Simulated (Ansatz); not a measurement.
# C2H6BNO: the cost of one run

Program: Ansatz 0.2.0. Level of theory: RKS r2SCAN-D4/def2-SVP. These are calculated values, not measurements.

### 1 Starting geometry

SMILES `CC(=N)BO`, 11 atoms, charge 0, spin multiplicity 1.

Atoms are counted from 1 here; the program's logs count them from 0.

Bond lengths: C1–C2 1.513 Å, C1–H6 1.111 Å, C1–H7 1.111 Å, C1–H8 1.110 Å, C2–N3 1.295 Å, C2–B4 1.586 Å, N3–H9 1.043 Å, B4–O5 1.363 Å, B4–H10 1.219 Å, O5–H11 0.974 Å. Angles: C2–C1–H6 110.6°, C2–C1–H7 110.6°, C2–C1–H8 111.9°, H6–C1–H7 105.6°, H6–C1–H8 108.9°, H7–C1–H8 108.9°, C1–C2–N3 125.1°, C1–C2–B4 119.8°, N3–C2–B4 115.2°, C2–N3–H9 109.6°, C2–B4–O5 117.7°, C2–B4–H10 121.1°, O5–B4–H10 121.3°, B4–O5–H11 112.2°.

Geometry (Å):

```xyz
11
C2H6BNO
C    -1.1394    0.0078    0.7217
C     0.3455   -0.1174    0.4625
N     1.2401   -0.3660    1.3654
B     0.9052    0.0608   -1.0113
O     0.0056    0.3142   -2.0033
H    -1.5106    1.0039    0.3998
H    -1.7057   -0.7319    0.1170
H    -1.3863   -0.1391    1.7937
H     0.7796   -0.4702    2.2955
H     2.0983   -0.0274   -1.2466
H     0.4332    0.4082   -2.8736
```

This geometry comes from a loose relaxation at PBE in a small basis, which is not shown.

### 3 Setting up the map

The axes are (1) dihedral C1–C2–N3–H9: 18 values from −180 to 160 °, periodic; (2) dihedral C2–B4–O5–H11: 18 values from −180 to 160 °, periodic.

Nothing else is relaxed (all other coordinates rigid). Energies count from the relaxed molecule at the same level. Points are written as (first, second).

(The set-up runs are not shown.)

### 4 Point (0°, −180°)

Input file input.yaml:

```yaml
crystal:
  periodic: [false, false, false]
  atoms:
    - { symbol: C, position_ang: [-1.130597, 0.00717, 0.712851] }
    - { symbol: C, position_ang: [0.351577, -0.118711, 0.465681] }
    - { symbol: "N", position_ang: [1.232554, -0.365295, 1.371642] }
    - { symbol: B, position_ang: [0.906923, 0.058355, -1.006188] }
    - { symbol: O, position_ang: [0.003065, 0.314726, -1.982991] }
    - { symbol: H, position_ang: [-1.493314, 0.997069, 0.388317] }
    - { symbol: H, position_ang: [-1.68667, -0.727431, 0.106301] }
    - { symbol: H, position_ang: [-1.384666, -0.138198, 1.775496] }
    - { symbol: H, position_ang: [0.772, -0.46381, 2.29209] }
    - { symbol: H, position_ang: [2.089799, -0.032066, -1.246925] }
    - { symbol: H, position_ang: [0.404889, 0.411761, -2.855481] }
basis:
  gaussian: { orbitals: def2-SVP }
hamiltonian:
  xc: r2scan
  dispersion: d4
output:
  forces: true
```

On the command line:

```sh
ansatz run input.yaml --threads 1 --pin off --max-ram 2560MiB --backend cpu --events-out ev --progress --plain --runs-dir out
```

Q: Estimate wall time and peak memory on 1 thread of Arm Neoverse V1, shared host.

About 5.7 s, with a peak of 0.14 GiB.
